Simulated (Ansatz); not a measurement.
# CuSn3 (I4/mmm) in Ansatz: further runs

Runs on CuSn3. Level: PBEsol. Tasks: single point.

All numbers are computed with Ansatz 0.2.0; they aren't measurements. Logs are shortened: lines on timing, memory, paths and dates and some standing lists are left out, and cuts for length are marked.

## Step 1: The structure

It takes space group I4/mmm (No. 139, tetragonal). The conventional cell has a = 4.480 Å, b = 4.480 Å, c = 9.741 Å, α = 90.00°, β = 90.00°, γ = 90.00°. Sn (site symmetry 4/mmm) is surrounded by 4 Cu at 3.17 Å and 8 Sn at 3.31 Å. Sn (site symmetry -4m2) is surrounded by 8 Sn at 3.17 to 3.31 Å and 4 Cu at 3.31 Å. Around Cu (site symmetry 4/mmm) lie 12 Sn at 3.17 to 3.31 Å.

The cell comes from a database or a generator and needn't be the stable form of this composition.

## Step 2: Single point, PBEsol, 22.97 Å³/atom (volume scaled by 0.94)

File input.yaml:

```yaml
crystal:
  lattice:
    - [-2.1941778637, 2.1941778637, 4.7712739781]
    - [2.1941778637, -2.1941778637, 4.7712739781]
    - [2.1941778637, 2.1941778637, -4.7712739781]
  atoms:
    - { symbol: Sn, position: [0.5, 0.5, 0.0] }
    - { symbol: Sn, position: [0.25, 0.75, 0.5] }
    - { symbol: Sn, position: [0.75, 0.25, 0.5] }
    - { symbol: Cu, position: [0.0, 0.0, 0.0] }
kpoints:
  mp_grid: { grid: [8, 8, 8] }
scf:
  occupations: { method: fermi_dirac, width: 0.05 }
hamiltonian:
  xc: pbesol
  pseudopotentials: { kind: all_electron, lapw: { basis_error: 0.001 } }
output:
  forces: true
  stress: true
  eigenvalues: true
```

Potentials or basis: all-electron LAPW, scalar-relativistic.

Command:

```
> ansatz run input.yaml --threads 2 --pin off --max-ram 8192MiB --backend cpu --events-out ev --progress --plain --runs-dir out
```

Log:

```text
Warning: RAYON_NUM_THREADS=2 ignored (pool sized by the plan → 2); use --threads N
LAPW: plane waves up to 7.211 Å⁻¹, error target 1.0e-3 eV per atom; small_component_spin mean_spin; Cu in spheres of 1.552 Å, 19 of its electrons in bands, Dirac shells []; Sn in spheres of 1.552 Å, 22 of its electrons in bands, Dirac shells [] (how accurate: hamiltonian.pseudopotentials.lapw.basis_error, Limitations)
Engine: ansatz 0.2.0, x86_64-unknown-linux-gnu
Pseudopotentials: kind: all_electron
Pseudopotential: Sn, LAPW, valence charge 22, lapw/all_electron/scalar/gaussian/Sn, Koelling and Harmon's equation, gaussian nucleus
Pseudopotential: Cu, LAPW, valence charge 19, lapw/all_electron/scalar/gaussian/Cu, Koelling and Harmon's equation, gaussian nucleus
Functional definition: PBEsol
  exchange = pbesol_x
  correlation = pbesol_c
Crystal: 4 atoms, lattice volume = 91.884 Å³
Basis set: ecut = 198.13518534806676 eV, 583 PW (Γ), FFT grids on a1+a3, a2+a3, a3, exchange–correlation at level 2
Bands: 51, of which v1, the nominal top of the filled ones, is band 43 counted from 1 (42 counted from 0)
Symmetry: 16 space group operations
Space group: I4/mmm (ITA 139), of the structure as read, at distance tolerance 4.5e-5 Å
k-points: 59 of 512
Non-local potential: Sn, projectors of the file, none
Non-local potential: Cu, projectors of the file, none
Initial density: superposition of atomic densities (chi_scale 0.1, normalization cell, long waves kept (reshape's long-wave potential 0.00 eV rms))
Initial wavefunctions: plane waves of lowest kinetic energy (no species holds an atomic orbital)
Functional: x = pbesol(κ = 0.804, μ = 0.12345679012345678), c = pbesol(β = 0.046)
iter 1 solved again at ethr=1.36e-3 eV; its pass at ethr=1.00e-1 eV (dr2=1.16e0 eV) is discarded
SCF iter   1: F=—  HF=-549043.113934 eV  |F-HF|=—  |Δ(HF+E_count)|=         —  Δρ=2.28e-2  dr2=1.16e0  ethr=1.36e-3  ⟨swp⟩=2.0  Hψ=20358  notcnv=0
preconditioner: auto → Kerker (q_TF=auto, 2.693 Å⁻¹)  [metal: Δε(μ)=0.039 eV  Ē_g=17.406 eV  σ=0.050 eV  W_gap=0.19  n_scr=32 (ndim 8)  ℏωp=28.2 eV  f_vac=0.000  D(μ)=1.74/eV (n_scr^D=10)]
SCF iter   2: F=—  HF=-549049.214411 eV  |F-HF|=—  |Δ(HF+E_count)|=    6.10e0  Δρ=2.29e-2  dr2=1.34e0  ethr=1.36e-3  ⟨swp⟩=3.0  Hψ=10177  notcnv=0  recentre
SCF iter   3: F=—  HF=-549042.417310 eV  |F-HF|=—  |Δ(HF+E_count)|=    6.80e0  Δρ=8.86e-3  dr2=1.82e-1  ethr=1.36e-3  ⟨swp⟩=3.0  Hψ=9189  notcnv=0
SCF iter   4: F=—  HF=-549042.091409 eV  |F-HF|=—  |Δ(HF+E_count)|=   3.26e-1  Δρ=3.51e-3  dr2=1.92e-2  ethr=2.14e-4  ⟨swp⟩=2.1  Hψ=9482  notcnv=0
SCF iter   5: F=—  HF=-549042.079139 eV  |F-HF|=—  |Δ(HF+E_count)|=   1.23e-2  Δρ=1.49e-3  dr2=2.45e-3  ethr=2.25e-5  ⟨swp⟩=2.0  Hψ=9083  notcnv=0
SCF iter   6: F=—  HF=-549042.078753 eV  |F-HF|=—  |Δ(HF+E_count)|=   3.86e-4  Δρ=7.24e-4  dr2=5.44e-4  ethr=2.89e-6  ⟨swp⟩=2.0  Hψ=9082  notcnv=0
SCF iter   7: F=—  HF=-549042.078707 eV  |F-HF|=—  |Δ(HF+E_count)|=   4.67e-5  Δρ=2.52e-4  dr2=1.70e-4  ethr=6.40e-7  ⟨swp⟩=2.0  Hψ=9082  notcnv=0
SCF iter   8: F=—  HF=-549042.078787 eV  |F-HF|=—  |Δ(HF+E_count)|=   8.06e-5  Δρ=2.52e-4  dr2=1.77e-4  ethr=2.00e-7  ⟨swp⟩=2.0  Hψ=9082  notcnv=0  recentre
SCF iter   9: F=—  HF=-549042.078663 eV  |F-HF|=—  |Δ(HF+E_count)|=   1.25e-4  Δρ=1.15e-4  dr2=3.75e-5  ethr=2.00e-7  ⟨swp⟩=2.0  Hψ=9082  notcnv=0
iter 10 solved again at ethr=2.27e-9 eV; its pass at ethr=4.41e-8 eV (dr2=1.93e-6 eV) is discarded
SCF iter  10: F=—  HF=-549042.078636 eV  |F-HF|=—  |Δ(HF+E_count)|=   2.67e-5  Δρ=2.63e-5  dr2=1.93e-6  ethr=2.27e-9  ⟨swp⟩=2.0  Hψ=15273  notcnv=0
SCF iter  11: F=—  HF=-549042.078636 eV  |F-HF|=—  |Δ(HF+E_count)|=   5.35e-7  Δρ=1.32e-5  dr2=5.04e-7  ethr=2.26e-9  ⟨swp⟩=2.0  Hψ=9082  notcnv=0
SCF iter  12: F=-549042.078635 eV  HF=-549042.078635 eV  |F-HF|=2.60e-8  |Δ(HF+E_count)|=   2.56e-7  Δρ=2.60e-6  dr2=1.70e-8  ethr=5.93e-10  ⟨swp⟩=2.0  Hψ=9082  notcnv=0
SCF 1 converged in 12 iterations: F = -549042.078635 eV  dr2 = 1.70e-8
SCF converged after 12 iterations
Free energy (F): -549042.078635 eV
Harris-Foulkes:  -549042.078635 eV  (|F-HF|=2.60e-8)
Internal energy: -549042.060062 eV  (E = F + TS)
E sigma→0 (E₀):  -549042.069349 eV
Entropy (-TS):   -0.018573 eV (-4.643 meV/atom)
Fermi energy:    14.337077 eV
--- Per-component energies (eV) ---
  E_band       = -2457.653240
  E_kinetic    = 575837.800505
  E_xc         = -15070.226079
  E_electrostatic = -1109809.634487  (all electrons and nuclei)
  E_smearing   = -0.018573  (= −TS)
  E_closure    = 0.000000  (closes the sum)
  E_atoms      = -549025.953312  (free atoms, spherical and without spin; not in F)
  Σ components = -549042.078635   (vs F -549042.078635, Δ=0.00e0)
  Basis errors (estimates in eV, not in F): energy 2.0e-4 per atom: plane waves 1.9e-4 (1.0e-4 summed), levels above the bands 5.4e-58, relativity 1.2e-8, radial functions 8.2e-6, core shells 1.5e-9; eigenvalues (radial functions only) 1.4e-6; not estimated: angular momenta, meshes, grids; target (lapw.basis_error) 1.0e-3; muffin-tin radii Cu 1.552 Å, Sn 1.552 Å
--- Forces (eV/Å), atoms counted from 1 ---
  atom   1  Sn    -0.00000000     0.00000000     0.00000000
  atom   2  Sn     0.00000000     0.00000000    -0.00000000
  atom   3  Sn     0.00000000     0.00000000     0.00000000
  atom   4  Cu     0.00000000     0.00000000     0.00000000
  max |Σ_I F_I| component: 1.52e-18 eV/Å
--- Stress (GPa, compression-positive) ---
       -0.911664       0.000000       0.000000
        0.000000      -0.911664       0.000000
        0.000000       0.000000      -1.067360
  P = ⅓ Tr σ = -0.9636 GPa (-9.636 kbar)
--- Band table (eV; the first three rows and the last of 59) ---
  k-point 0: bands = ["-114.9234", "-114.9229", "-114.8910", "-97.5979", "-70.7620", "-70.7610", "-70.7589", "-70.7589", "-70.7534", "-70.7534", "-70.7354", "-70.7188", "-70.7188", "-55.1497", "-55.1497", "-55.1324", "-7.3342", "-7.2006", "-7.1970", "-7.1315", "-7.1315", "-7.1309", "-7.1309", "-7.0475", "-7.0425", "-7.0167", "-7.0003", "-6.9676", "-6.9556", "-6.9556", "-6.8623", "3.0045", "9.2492", "10.5048", "10.9330", "11.3757", "11.3757", "11.5314", "11.8620", "12.2781", "13.2592", "13.2592", "14.0973", "14.0973", "14.8452", "15.7027", "15.7845", "18.9047", "18.9047", "22.3764", "22.8195"]
  k-point 1: bands = ["-114.9234", "-114.9229", "-114.8910", "-97.5979", "-70.7619", "-70.7611", "-70.7589", "-70.7580", "-70.7542", "-70.7533", "-70.7354", "-70.7188", "-70.7188", "-55.1497", "-55.1497", "-55.1324", "-7.3050", "-7.1885", "-7.1812", "-7.1401", "-7.1275", "-7.1268", "-7.1222", "-7.0400", "-7.0372", "-7.0158", "-7.0153", "-6.9793", "-6.9709", "-6.9613", "-6.8922", "3.2535", "9.2864", "9.6178", "10.4897", "11.4239", "11.5115", "11.6829", "11.9952", "12.1638", "12.5665", "13.1911", "13.2313", "14.5204", "16.3437", "16.9507", "16.9518", "17.0931", "19.2655", "22.7128", "23.0208"]
  k-point 2: bands = ["-114.9233", "-114.9230", "-114.8910", "-97.5979", "-70.7617", "-70.7613", "-70.7591", "-70.7563", "-70.7559", "-70.7532", "-70.7355", "-70.7188", "-70.7188", "-55.1497", "-55.1497", "-55.1324", "-7.2580", "-7.1677", "-7.1658", "-7.1205", "-7.1151", "-7.1124", "-7.1042", "-7.0794", "-7.0335", "-7.0280", "-7.0107", "-7.0008", "-6.9930", "-6.9912", "-6.9186", "3.9973", "8.4264", "9.0852", "10.1566", "11.0487", "11.4066", "11.6899", "12.1083", "12.1189", "12.3531", "12.4193", "12.9490", "13.7825", "17.2244", "19.0196", "19.0253", "19.1900", "20.1402", "20.3676", "20.5231"]
  k-point 58: bands = ["-114.9234", "-114.9229", "-114.8910", "-97.5979", "-70.7618", "-70.7610", "-70.7589", "-70.7589", "-70.7534", "-70.7534", "-70.7356", "-70.7188", "-70.7188", "-55.1497", "-55.1497", "-55.1324", "-7.3285", "-7.2423", "-7.2340", "-7.2340", "-7.1743", "-7.1070", "-7.0308", "-7.0308", "-7.0224", "-7.0171", "-6.9790", "-6.9486", "-6.9486", "-6.9333", "-6.8623", "4.1783", "5.4348", "10.2094", "11.3550", "11.3550", "11.7266", "11.8549", "11.8549", "11.8633", "12.2995", "13.5307", "17.1983", "17.1983", "17.2460", "17.3122", "18.6173", "19.8479", "19.8479", "20.5854", "21.4553"]
```

It took 16 s on 2 threads of Intel Xeon 6975P-C (Granite Rapids), shared host; peak memory 0.69 GiB.

Results:

* Free energy: -549042.0786 eV
* Pressure: -1.0 GPa
* Band gap on the k mesh: none (metal or under the smearing width)

## Step 3: Single point, PBEsol, 23.46 Å³/atom (volume scaled by 0.96)

Changes to input.yaml since step 2:

```diff
@@ -2,5 +2,5 @@
   lattice:
-    - [-2.1941778637, 2.1941778637, 4.7712739781]
-    - [2.1941778637, -2.1941778637, 4.7712739781]
-    - [2.1941778637, 2.1941778637, -4.7712739781]
+    - [-2.2096303296, 2.2096303296, 4.8048756061]
+    - [2.2096303296, -2.2096303296, 4.8048756061]
+    - [2.2096303296, 2.2096303296, -4.8048756061]
   atoms:
```

Potentials or basis: all-electron LAPW, scalar-relativistic.

Command:

```
> ansatz run input.yaml --threads 2 --pin off --max-ram 8192MiB --backend cpu --events-out ev --progress --plain --runs-dir out
```

It took 15 s on 2 threads of Intel Xeon 6975P-C (Granite Rapids), shared host; peak memory 0.69 GiB.

Results (log left out):

- Free energy: -549042.0596 eV
- Pressure: -2.1 GPa
- Band gap on the k mesh: none (metal or under the smearing width)

## Step 4: Single point, PBEsol, 23.95 Å³/atom (volume scaled by 0.98)

Changes to input.yaml since step 3:

```diff
@@ -2,5 +2,5 @@
   lattice:
-    - [-2.2096303296, 2.2096303296, 4.8048756061]
-    - [2.2096303296, -2.2096303296, 4.8048756061]
-    - [2.2096303296, 2.2096303296, -4.8048756061]
+    - [-2.224869641, 2.224869641, 4.8380137264]
+    - [2.224869641, -2.224869641, 4.8380137264]
+    - [2.224869641, 2.224869641, -4.8380137264]
   atoms:
```

Command:

```
> ansatz run input.yaml --threads 2 --pin off --max-ram 8192MiB --backend cpu --events-out ev --progress --plain --runs-dir out
```

It took 19 s on 2 threads of Intel Xeon 6975P-C (Granite Rapids), shared host; peak memory 0.68 GiB.

It converged, with:

| Item | Value |
| --- | --- |
| Free energy | -549042.0270 eV |
| Pressure | -3.2 GPa |
| Band gap on the k mesh | none (metal or under the smearing width) |

## Step 5: Single point, PBEsol, 24.44 Å³/atom

Changes to input.yaml since step 4:

```diff
@@ -2,5 +2,5 @@
   lattice:
-    - [-2.224869641, 2.224869641, 4.8380137264]
-    - [2.224869641, -2.224869641, 4.8380137264]
-    - [2.224869641, 2.224869641, -4.8380137264]
+    - [-2.239903, 2.239903, 4.870704]
+    - [2.239903, -2.239903, 4.870704]
+    - [2.239903, 2.239903, -4.870704]
   atoms:
```

Command:

```
> ansatz run input.yaml --threads 2 --pin off --max-ram 8192MiB --backend cpu --events-out ev --progress --plain --runs-dir out
```

Run time: 19 s. Hardware: 2 threads of Intel Xeon 6975P-C (Granite Rapids), shared host; peak memory 0.67 GiB.

It converged, with:

- Free energy: -549041.9826 eV
- Pressure: -4.1 GPa
- Band gap on the k mesh: none (metal or under the smearing width)

## Step 6: Single point, PBEsol, 24.93 Å³/atom (volume scaled by 1.02)

Changes to input.yaml since step 5:

```diff
@@ -2,5 +2,5 @@
   lattice:
-    - [-2.239903, 2.239903, 4.870704]
-    - [2.239903, -2.239903, 4.870704]
-    - [2.239903, 2.239903, -4.870704]
+    - [-2.254737227, 2.254737227, 4.9029612579]
+    - [2.254737227, -2.254737227, 4.9029612579]
+    - [2.254737227, 2.254737227, -4.9029612579]
   atoms:
```

Potentials or basis: all-electron LAPW, scalar-relativistic.

Command:

```
> ansatz run input.yaml --threads 2 --pin off --max-ram 8192MiB --backend cpu --events-out ev --progress --plain --runs-dir out
```

Wall time 16 s (2 threads of Intel Xeon 6975P-C (Granite Rapids), shared host); peak memory 0.68 GiB.

Results (log left out):

- Free energy: -549041.9275 eV
- Pressure: -4.9 GPa
- Band gap on the k mesh: none (metal or under the smearing width)

## Step 7: Single point, PBEsol, 25.41 Å³/atom (volume scaled by 1.04)

Changes to input.yaml since step 6:

```diff
@@ -2,5 +2,5 @@
   lattice:
-    - [-2.254737227, 2.254737227, 4.9029612579]
-    - [2.254737227, -2.254737227, 4.9029612579]
-    - [2.254737227, 2.254737227, -4.9029612579]
+    - [-2.2693787881, 2.2693787881, 4.9347995608]
+    - [2.2693787881, -2.2693787881, 4.9347995608]
+    - [2.2693787881, 2.2693787881, -4.9347995608]
   atoms:
```

Command:

```
> ansatz run input.yaml --threads 2 --pin off --max-ram 8192MiB --backend cpu --events-out ev --progress --plain --runs-dir out
```

It took 15 s on 2 threads of Intel Xeon 6975P-C (Granite Rapids), shared host; peak memory 0.68 GiB.

It converged, with:

```
Free energy            : -549041.8631 eV
Pressure               : -5.6 GPa
Band gap on the k mesh : none (metal or under the smearing width)
```

## Step 8: Single point, PBEsol, 25.90 Å³/atom (volume scaled by 1.06)

Changes to input.yaml since step 7:

```diff
@@ -2,5 +2,5 @@
   lattice:
-    - [-2.2693787881, 2.2693787881, 4.9347995608]
-    - [2.2693787881, -2.2693787881, 4.9347995608]
-    - [2.2693787881, 2.2693787881, -4.9347995608]
+    - [-2.2838338198, 2.2838338198, 4.9662322526]
+    - [2.2838338198, -2.2838338198, 4.9662322526]
+    - [2.2838338198, 2.2838338198, -4.9662322526]
   atoms:
```

Command:

```
> ansatz run input.yaml --threads 2 --pin off --max-ram 8192MiB --backend cpu --events-out ev --progress --plain --runs-dir out
```

Wall time 15 s (2 threads of Intel Xeon 6975P-C (Granite Rapids), shared host); peak memory 0.67 GiB.

It converged, with:

* Free energy: -549041.7904 eV
* Pressure: -6.3 GPa
* Band gap on the k mesh: none (metal or under the smearing width)
